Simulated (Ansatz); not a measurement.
# CH8InNSi: the cost of one run

All numbers below are computed with Ansatz 0.2.0 (RKS PBE0/def2-SVP).

### Step 1. The structure to begin with

Bond lengths: C1–Si2 1.905 Å, Si2–N3 1.734 Å, Si2–In4 2.607 Å, C1–H5 1.088 Å, C1–H6 1.086 Å, C1–H7 1.088 Å, Si2–H8 1.492 Å, N3–H9 1.010 Å, N3–H10 1.010 Å, In4–H11 1.787 Å, In4–H12 1.795 Å. Angles (14 of 18 angles, heavy atoms first): C1–Si2–N3 106.5°, C1–Si2–In4 108.8°, N3–Si2–In4 104.6°, C1–Si2–H8 107.9°, N3–Si2–H8 114.5°, In4–Si2–H8 114.2°, Si2–C1–H5 110.0°, Si2–C1–H6 112.7°, Si2–C1–H7 110.6°, Si2–N3–H9 117.6°, Si2–N3–H10 119.2°, Si2–In4–H11 127.9°, Si2–In4–H12 125.2°, H5–C1–H6 107.7°.

As a file:

```xyz
12

C    -0.4887    1.6182   -0.4909
Si   -0.1552    0.1064    0.6183
N     1.5530    0.0808    0.9130
In   -0.6175   -2.0620   -0.7536
H    -1.5433    1.6612   -0.7557
H    -0.2301    2.5562   -0.0084
H     0.0824    1.5480   -1.4143
H    -0.9928    0.2448    1.8454
H     1.9362   -0.7328    1.3725
H     2.0049    0.9116    1.2674
H    -0.9443   -2.2035   -2.5044
H    -0.6047   -3.7290   -0.0893
```

### Step 2. Relaxing end A

The input, input.yaml:

```yaml
crystal:
  periodic: [false, false, false]
  atoms:
    - { symbol: C, position_ang: [-0.48869, 1.61821, -0.49087] }
    - { symbol: Si, position_ang: [-0.15524, 0.10638, 0.61833] }
    - { symbol: "N", position_ang: [1.55302, 0.08084, 0.91303] }
    - { symbol: In, position_ang: [-0.6175, -2.06196, -0.75357] }
    - { symbol: H, position_ang: [-1.54335, 1.66119, -0.75572] }
    - { symbol: H, position_ang: [-0.23008, 2.55622, -0.00845] }
    - { symbol: H, position_ang: [0.08245, 1.54805, -1.41434] }
    - { symbol: H, position_ang: [-0.99279, 0.24479, 1.8454] }
    - { symbol: H, position_ang: [1.9362, -0.7328, 1.37249] }
    - { symbol: H, position_ang: [2.00491, 0.91157, 1.26741] }
    - { symbol: H, position_ang: [-0.94425, -2.20346, -2.50442] }
    - { symbol: H, position_ang: [-0.60467, -3.72905, -0.0893] }
basis:
  gaussian: { orbitals: def2-SVP }
hamiltonian:
  xc: pbe0
relax:
  f_tol: 0.015
  max_steps: 40
```

The run is started by

```sh
ansatz run input.yaml --threads 2 --pin off --max-ram 3072MiB --backend cpu --events-out ev --progress --plain --runs-dir out
```

What time and memory should one allow on 2 threads of AMD EPYC 9R45 (Zen 5), shared host?

About 31 s, with a peak of 0.29 GiB.
